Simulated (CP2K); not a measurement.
**CH4BBr (SMILES BCBr), step by step**

Aim: a geometry optimisation (GFN1-xTB), then vibrational wavenumbers, then a saddle-point search of CH4BBr. 

Program for the calculation: CP2K 2026.2.

2 further runs of the same task are left out: 2 set aside as unsound or not needed.

## Step 1: The system as given

The species is CH4BBr (7 atoms), meant as a singlet with charge 0. SMILES: `BCBr`. Geometry: relaxed at GFN2-xTB. The run starts from this shape.

Bond lengths: B1–C2 1.562 Å, C2–Br3 1.966 Å, B1–H4 1.171 Å, B1–H5 1.171 Å, C2–H6 1.084 Å, C2–H7 1.084 Å. Angles: B1–C2–Br3 76.6°, B1–C2–H6 122.0°, B1–C2–H7 122.0°, Br3–C2–H6 107.6°, Br3–C2–H7 107.6°, C2–B1–H4 119.2°, C2–B1–H5 119.3°, H6–C2–H7 111.7°, H4–B1–H5 120.8°.

## Step 2: A structure relaxation at GFN1-xTB (run 1)

Input file qs.inp:

```
&GLOBAL
 PROJECT qs
 RUN_TYPE GEO_OPT
 PRINT_LEVEL LOW
&END GLOBAL

# ionic moves
&MOTION
 &GEO_OPT
  OPTIMIZER BFGS
  MAX_ITER 100
  MAX_FORCE 1.0E-04
  RMS_FORCE 6.7E-05
 &END GEO_OPT
 # extra output
 &PRINT
  &TRAJECTORY
   &EACH
    GEO_OPT 1
   &END EACH
  &END TRAJECTORY
  &FORCES ON
   &EACH
    GEO_OPT 1
   &END EACH
  &END FORCES
  &RESTART OFF
  &END RESTART
  &RESTART_HISTORY OFF
  &END RESTART_HISTORY
 &END PRINT
&END MOTION

&FORCE_EVAL
 METHOD QUICKSTEP
 &DFT
  &QS
   METHOD XTB
   EPS_DEFAULT 1.0E-10
   &XTB
    GFN_TYPE 1
    CHECK_ATOMIC_CHARGES F
   &END XTB
  &END QS
  # isolated system
  &POISSON
   PERIODIC NONE
   POISSON_SOLVER ANALYTIC
  &END POISSON
  # SCF settings
  &SCF
   SCF_GUESS ATOMIC
   EPS_SCF 1.0E-07
   MAX_SCF 80
   &DIAGONALIZATION
    ALGORITHM STANDARD
   &END DIAGONALIZATION
   &MIXING
    METHOD DIRECT_P_MIXING
    ALPHA 0.4
   &END MIXING
  &END SCF
  &PRINT
   &MOMENTS
    PERIODIC F
    REFERENCE COM
    MAX_MOMENT 1
   &END MOMENTS
   &MULLIKEN OFF
   &END MULLIKEN
   &HIRSHFELD OFF
   &END HIRSHFELD
  &END PRINT
 &END DFT
 &SUBSYS
  # vacuum box
  &CELL
   ABC 14.5 14.6 14.6
   PERIODIC NONE
  &END CELL
  &COORD
   B     -0.224720    -0.794820    -0.200450
   C      0.469570     0.507080     0.310870
   Br    -1.170170     1.172080    -0.544830
   H      0.083420    -1.235850    -1.241080
   H     -0.909510    -1.402270     0.529080
   H      1.312490     0.950040    -0.206730
   H      0.438920     0.803740     1.353150
  &END COORD
  &TOPOLOGY
   &CENTER_COORDINATES
   &END CENTER_COORDINATES
  &END TOPOLOGY
 &END SUBSYS
&END FORCE_EVAL
```

The run is started by

```
$ OMP_NUM_THREADS=1 cp2k.psmp -i qs.inp -o qs.out
```

The program printed:

```text
CP2K| version string:                                       CP2K version 2026.2
[...]
 GLOBAL| Method name                                                        CP2K
[...]
 GLOBAL| Run type                                                        GEO_OPT
[...]
                             - Atoms:                                          7
[...]
                             - Spherical basis functions:                     25
[...]
 Number of electrons:                                                         18
[...]
     1 P_Mix/Diag. 0.40E+00    0.0     0.11564027        -9.5079324370 -9.51E+00
[...]
  *** SCF run converged in    12 steps ***
[...]
 ENERGY| Total FORCE_EVAL ( QS ) energy [hartree]             -9.511357957681728
[...]
 OPT| Step number                                                              0
[...]
 OPT| Total energy [hartree]                                       -9.5113579577
[...]
 OPT| Step number                                                              5
[...]
 OPT| Total energy [hartree]                                       -9.5129517205
[...]
 OPT| Step number                                                              6
[...]
 OPT| Total energy [hartree]                                       -9.5129518315
[...]
 ***                    GEOMETRY OPTIMIZATION COMPLETED                      ***
[...]
     7 DIIS/Diag.  0.84E-08    0.0     4.3285E-09        -9.5129518315 -4.90E-12
  *** SCF run converged in     7 steps ***
[...]
 TB_DIPOLE| Moment [Debye]          0.55050724       0.69118138       0.37360343
 TB_DIPOLE| Derivative [a.u.]       0.00000000       0.00000000       0.00000000
 ENERGY| Total FORCE_EVAL ( QS ) energy [hartree]             -9.512951831491682
[...]
```

It took 0.36 s on 1 thread of Arm Neoverse V2, shared host.

Step by step:

```
step  energy from the first frame kept (eV)  largest force (eV/Å)
   1                                 0.0000                0.3430
   2                                -0.0071                0.0790
   3                                -0.0083                0.0574
   4                                -0.0087                0.0344
   5                                -0.0088                0.0080
   6                                -0.0088                0.0016
   7                                -0.0088                0.0016
```

After the run. Bond lengths: B1–C2 1.546 Å, C2–Br3 1.996 Å, B1–H4 1.183 Å, B1–H5 1.183 Å, C2–H6 1.084 Å, C2–H7 1.084 Å. Angles: B1–C2–Br3 81.0°, B1–C2–H6 120.7°, B1–C2–H7 120.7°, Br3–C2–H6 108.2°, Br3–C2–H7 108.2°, C2–B1–H4 119.9°, C2–B1–H5 119.9°, H6–C2–H7 111.6°, H4–B1–H5 120.1°.

## Step 3: The harmonic vibrations at GFN1-xTB (run 2)

Input file qs.inp:

```
&FORCE_EVAL
   METHOD QUICKSTEP
   &DFT
      ! Quickstep
      &QS
         METHOD XTB
         EPS_DEFAULT 1.0E-10
         &XTB
            GFN_TYPE 1
            CHECK_ATOMIC_CHARGES F
         &END XTB
      &END QS
      &POISSON
         PERIODIC NONE
         POISSON_SOLVER ANALYTIC
      &END POISSON
      &SCF
         SCF_GUESS ATOMIC
         EPS_SCF 1.0E-08
         MAX_SCF 80
         &DIAGONALIZATION
            ALGORITHM STANDARD
         &END DIAGONALIZATION
         &MIXING
            METHOD DIRECT_P_MIXING
            ALPHA 0.4
         &END MIXING
      &END SCF
      ! extra output
      &PRINT
         &MOMENTS
            PERIODIC F
            REFERENCE COM
            MAX_MOMENT 1
         &END MOMENTS
         &MULLIKEN OFF
         &END MULLIKEN
         &HIRSHFELD OFF
         &END HIRSHFELD
      &END PRINT
   &END DFT
   ! structure
   &SUBSYS
      &CELL
         ABC 14.5 14.7 14.6
         PERIODIC NONE
      &END CELL
      &COORD
         B      6.991515     6.604024     7.062621
         C      7.627722     7.928561     7.543877
         Br     5.980205     8.663971     6.689977
         H      7.274634     6.165114     6.001042
         H      6.275775     5.997244     7.783235
         H      8.487728     8.346767     7.034080
         H      7.614310     8.200010     8.592941
      &END COORD
      &TOPOLOGY
         &CENTER_COORDINATES
         &END CENTER_COORDINATES
      &END TOPOLOGY
   &END SUBSYS
&END FORCE_EVAL

&VIBRATIONAL_ANALYSIS
   DX 0.01
   INTENSITIES T
   NPROC_REP 1
   ! extra output
   &PRINT
      &PROGRAM_RUN_INFO ON
      &END PROGRAM_RUN_INFO
   &END PRINT
&END VIBRATIONAL_ANALYSIS

&GLOBAL
   PROJECT qs
   RUN_TYPE VIBRATIONAL_ANALYSIS
   PRINT_LEVEL LOW
&END GLOBAL
```

The run is started by

```
$ OMP_NUM_THREADS=1 cp2k.psmp qs.inp > qs.out
```

The program printed:

```text
CP2K| version string:                                       CP2K version 2026.2
[...]
 GLOBAL| Method name                                                        CP2K
[...]
 GLOBAL| Run type                                           VIBRATIONAL_ANALYSIS
[...]
                             - Atoms:                                          7
[...]
                             - Spherical basis functions:                     25
[...]
  Dipole moment [Debye]
    X=   -0.00021598 Y=   -0.00183983 Z=   -0.00334533     Total=     0.00382398
 VIB|
[...]
 VIB|Frequency (cm^-1)  2.5642744150E+02    5.8331030549E+02    5.9792511572E+02
 VIB|IR int (KM/Mole)   8.8871289398E+00    8.9537749290E-02    4.3865551446E+00
[...]
 VIB|Frequency (cm^-1)  1.2267343770E+03    1.4227716373E+03    2.5565302956E+03
 VIB|IR int (KM/Mole)   7.4614915893E+01    4.9348214420E-01    6.6304287216E+01
[...]
 VIB|Frequency (cm^-1)  2.5911990647E+03    3.0863191446E+03    3.1229571320E+03
 VIB|IR int (KM/Mole)   1.1043554688E+02    4.8054988557E+00    5.9502577225E+00
[...]
```

Run time: 1.1 s. Hardware: 1 thread of Arm Neoverse V2, shared host.

## Step 4: A transition-state search at GFN1-xTB (run 3)

Input file calc.inp:

```
&global
  project calc
  run_type GEO_OPT
  print_level LOW
&end
&motion
  &geo_opt
    type TRANSITION_STATE
    optimizer CG
    max_iter 60
    max_force 6.0E-4
    rms_force 4.0E-4
    &cg
      &line_search
        type 2PNT
        &2pnt
          max_allowed_step 0.15
          linmin_grad_only T
        &end
      &end
    &end
    &transition_state
      method DIMER
      &dimer
        dr [angstrom] 0.01
        interpolate_gradient T
        angle_tolerance [deg] 5.0
        &rot_opt
          optimizer CG
          max_iter 10
          &cg
            &line_search
              type 2PNT
              &2pnt
                max_allowed_step 0.15
              &end
            &end
          &end
        &end
        &dimer_vector
           -0.34577   0.41525  -0.15463
            0.11710   0.12908   0.07779
            0.03504  -0.08906   0.01124
           -0.32383   0.40530  -0.14506
           -0.32488   0.40477  -0.14209
            0.09758   0.13005   0.05389
            0.08647   0.12809   0.07365
        &end
      &end
    &end
  &end
  &print
    &trajectory
      &each
        geo_opt 1
      &end
    &end
    &forces ON
      &each
        geo_opt 1
      &end
    &end
    &restart OFF
    &end
    &restart_history OFF
    &end
  &end
&end
&force_eval
  method QS
  &dft
    charge 0
    multiplicity 1
    &qs
      method XTB
      eps_default 1.0E-10
      &xtb
        gfn_type 1
        check_atomic_charges F
      &end
    &end
    &poisson
      periodic NONE
      poisson_solver ANALYTIC
    &end
    &scf
      scf_guess ATOMIC
      eps_scf 1.0E-08
      max_scf 80
      &diagonalization
        algorithm STANDARD
      &end
      &mixing
        method DIRECT_P_MIXING
        alpha 0.4
      &end
    &end
    &print
      &moments
        periodic F
        reference COM
        max_moment 1
      &end
      &mulliken OFF
      &end
      &hirshfeld OFF
      &end
    &end
  &end
  &subsys
    &cell
      abc [angstrom] 14.5 14.4 14.7
      periodic NONE
    &end
    &coord
      B      6.818631     6.811648     6.985308
      C      7.686272     7.993099     7.582770
      Br     5.997726     8.619441     6.695598
      H      7.112719     6.367762     5.928510
      H      6.113336     6.199630     7.712192
      H      8.536520     8.411790     7.061027
      H      7.657544     8.264054     8.629764
    &end
    &topology
      &center_coordinates
      &end
    &end
  &end
&end
```

The run is started by

```
$ OMP_NUM_THREADS=1 cp2k.psmp -i calc.inp > calc.out 2>&1
```

The program printed:

```text
CP2K| version string:                                       CP2K version 2026.2
 CP2K| Input file name                                                  calc.inp

[... 470 lines left out ...]
  Core Hamiltonian energy:                                     -9.59230940679864
[... 410 lines left out ...]
  Total energy:                                                -9.49635650735296
[... 420 lines left out ...]
 OPT| Convergence limit for angle step size                         0.0872664626
[... 440 lines left out ...]
  Total energy:                                                -9.45527656241319
[... 473 lines left out ...]
  Step     Update method      Time    Convergence         Total energy    Change
[... 424 lines left out ...]
 *  \___/     SCF run NOT converged. To continue the calculation regardless,   *
 *    |             please set the keyword IGNORE_CONVERGENCE_FAILURE.         *
[... 20 lines left out ...]
Program received signal SIGABRT: Process abort signal.

Backtrace for this error:
#0  0x52e022f5f957 in ???
#1  0x52e043814cac in __pthread_kill_implementation
#2  0x52e0437bbfb7 in raise
#3  0x52e0437a5d37 in abort
#4  0x52e023632d83 in ???
#5  0x52e023634297 in ???
#6  0x52e0245099ab in ???
#7  0x52e024513c7b in ???
#8  0x52e02438555b in ???
#9  0x52e023214d13 in ???
#10  0x52e02300a0cf in ???
#11  0x52e0257bb857 in ???
#12  0x52e0257bc1db in ???
#13  0x52e024adf327 in ???
#14  0x52e024ac728f in ???
#15  0x52e024ac9feb in ???
#16  0x52e024abe30f in ???
#17  0x52e024aded83 in ???
#18  0x52e0238e6f57 in ???
#19  0x52e0238e9d0b in ???
#20  0x52e023000db3 in ???
#21  0x52e022ffef13 in ???
#22  0x52e0437a6573 in __libc_start_call_main
#23  0x52e0437a6657 in __libc_start_main_impl
#24  0x52e022fff06f in ???
#25  0xffffffffffffffff in ???
```

It took 3.6 s on 1 thread of Arm Neoverse V2, shared host.

No converged result was reached.

## Step 5: What came out

| quantity | value |
| --- | --- |
| run 1, GFN1-xTB: total energy at the end | -9.51295 Eh |
| run 1, GFN1-xTB: dipole moment (from atomic charges alone) | 0.96 D |
| run 1, GFN1-xTB: dispersion energy | -4.67 kJ/mol |
| run 2, GFN1-xTB: lowest harmonic wavenumber | 256 cm⁻¹ |
| run 2, GFN1-xTB: highest harmonic wavenumber | 3123 cm⁻¹ |
| run 2, GFN1-xTB: zero-point energy | 126.0 kJ/mol |
| run 3, GFN1-xTB | no result (not converged) |

What this shows: The dipole (run 1, GFN1-xTB) comes from point charges on the atoms alone, without atomic dipoles, so it is partial. The optimisation (run 1, GFN1-xTB) took 6 steps and changed the energy by -0.043 eV. All 15 modes (run 2, GFN1-xTB) are real, so the shape is a minimum at this level. 1 of the 3 runs did not end normally.
